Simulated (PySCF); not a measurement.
# ZnSe₂: relaxation and vibrations of the triplet

Aim: relax ZnSe₂ as a triplet from a end-on start, check by its vibrations whether the end is a minimum, and collect its spectrum and constants.

Method: PBE0, basis Zn def2-SVP, Se def2-SVP, no relativity, density fitting; program: PySCF 2.14.0.

### Step 1. Starting geometry

3 atoms, charge 0, spin multiplicity 3.

Bond lengths: Zn1–Se2 2.410 Å, Se2–Se3 2.348 Å. Angles: Zn1–Se2–Se3 119.9°.

Z-matrix (Å, degrees; charge 0 multiplicity 3):
```
Zn
Se 1 2.4102
Se 2 2.3481 1 119.89
```

### Step 2. First SCF at the start

The steps below are one call of a driver around PySCF. For each, scf.py gives the equivalent set-up of the SCF; relaxations use the driver's own optimiser. After this first run the driver tries any further starts and a stability analysis.

Input file scf.py:

```python
from pyscf import gto, scf, dft
mol = gto.M(atom='''
Zn     0.000000     0.000000     0.000000
Se     0.000000     0.000000     2.410200
Se     2.035800     0.000000     3.580200''',
    basis={'Zn': 'def2-SVP', 'Se': 'def2-SVP'},
    charge=0, spin=2)
mf = dft.UKS(mol, xc='PBE0')
mf.grids.atom_grid = (50, 194)
aux = {'Zn': 'def2-universal-JKFIT', 'Se': 'def2-universal-JKFIT'}
mf = mf.density_fit(auxbasis=aux)
mf.conv_tol = 1e-08
mf.diis_space = 10
mf.max_cycle = 60
mf.init_guess = 'minao'
mf.verbose = 4
mf.kernel()
```

On the command line:

```console
> OMP_NUM_THREADS=2 python axn.py task.json out
```

The runs that follow: End-on start, triplet: relaxation; Vibrations and properties at this point.

Before running it: what results should come out? Wanted: minimum; geometry; wavenumbers; dipole moment; highest occupied, lowest empty level; polar-tensor charge of Zn1; zero-point energy; atomisation energy; ⟨S²⟩.

The runs gave:

| quantity | value |
| --- | --- |
| minimum | triplet, C2v |
| geometry | Se–Se 2.307 Å, Zn–Se 2.513 Å (×2); Se–Se–Zn 62.7° (×2), Se–Zn–Se 54.6° |
| wavenumbers (cm⁻¹) | 106 (b2), 215 (a1), 331 (a1) |
| dipole moment | 1.95 D |
| highest occupied, lowest empty level (either spin) | -5.81, -3.74 eV |
| polar-tensor charge of Zn1 | +0.49 e |
| zero-point energy | 3.9 kJ/mol |
| entropy at 298.15 K | 326.0 J/(mol K) |
| atomisation energy (no zero-point energy) | 397 kJ/mol |
| ⟨S²⟩ | 2.005 |

What this shows: From Cs at the start the molecule goes to a C2v minimum. In the infrared the band at 215 cm⁻¹ (a1) leads. Only this shape and spin were tried, so other structures or states may lie lower. Open d and f shells are described by one determinant, and the ground state may have another occupation or spin.
